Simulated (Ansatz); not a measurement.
ZnGa₃, space group Pm-3m, a comparison of functionals at one structure

With the Ansatz DFT code, driven from Python.

Typed at the interpreter:
```pycon
>>> import ansatz
>>> SETTINGS = {
...     "filling": "fermi_dirac",
...     "width_ev": 0.15,
... }
>>> znga3 = (
...     ansatz.Lattice.from_parameters(4.070862, 4.070862, 4.070862, alpha=90.0, beta=90.0, gamma=90.0)
...     .atom("Zn", (0.0, 0.0, 0.0))
...     .atom("Ga", (0.0, 0.5, 0.5))
...     .atom("Ga", (0.5, 0.0, 0.5))
...     .atom("Ga", (0.5, 0.5, 0.0))
... )
>>> [site.symbol for site in znga3.resolved().sites]
['Zn', 'Ga', 'Ga', 'Ga']
>>> model = (
...     znga3.calculation()
...     .occupations(SETTINGS["filling"], width=SETTINGS["width_ev"])
...     .kpoints(5)  # the mesh must be finer for metals
...     .forces()  # eV per angstrom
...     .stress()  # positive in compression
... )
>>> rows = []
>>> for value in ["r2scan", "lda", "blyp"]:
...     rep = model.functional(value).run().report
...     rows.append((value, rep["free_energy_ev"] / len(rep["lattice"]["sites"]), rep["n_iterations"], sum(rep["stress_gpa"][i][i] for i in range(3)) / 3, max(abs(f) for row in rep["forces_ev_ang"] for f in row), rep["n_kpoints"]))
...
DeckWarning: basis.ecutwfc = 500 eV, auto-derived from the records' recommended cutoffs: set by Zn (their level for a meta-GGA)
DeckWarning: basis.ecutwfc = 420 eV, auto-derived from the records' recommended cutoffs: set by Zn (normal level)
>>> print("  functional   F/atom (eV)    iterations       P (GPa)  max component (eV/A)      k-points")
  functional   F/atom (eV)    iterations       P (GPa)  max component (eV/A)      k-points
>>> for row in rows:
...     print(f"{str(row[0]):>12s}  {row[1]:12.5f}  {row[2]:12d}  {row[3]:12.3f}  {row[4]:20.4f}  {row[5]:12d}")
...
      r2scan   -3674.01014             9         0.216                0.0000            10
         lda   -3591.74414             8        -2.589                0.0000            10
        blyp   -3676.58756             9        10.173                0.0000            10
```

From lowest to highest: LDA (-2.6 GPa), r2SCAN (0.2 GPa) and BLYP (10.2 GPa). At a fixed cell a lower pressure usually means a smaller equilibrium volume, so LDA prefers the smallest cell and BLYP the largest.

BLYP can be off by several per cent in the lattices of metals, and by several GPa in the pressure at a fixed cell. For a metal this k-point mesh is coarse: on a finer one energies can move by several to tens of meV an atom and pressures by half a GPa or more, differences at one mesh by less. A Fermi-Dirac width this large means warm electrons, whose thermal share enters the free energy. Forces vanish by symmetry here and test nothing. Pressure is positive in compression. The structure comes from a database of computed cells and needn't be a stable or known phase. Warnings are shown shortened and without file and line. Total energies of different functionals can't be compared; pressures, moments and gaps at this one structure can. Run time: 5.3 s on 1 thread of Intel(R) Xeon(R) Platinum 8488C (Sapphire Rapids), with other jobs on the host, peak memory 0.53 GiB.

(Lines on the test bed's own set-up are left out of the output.)
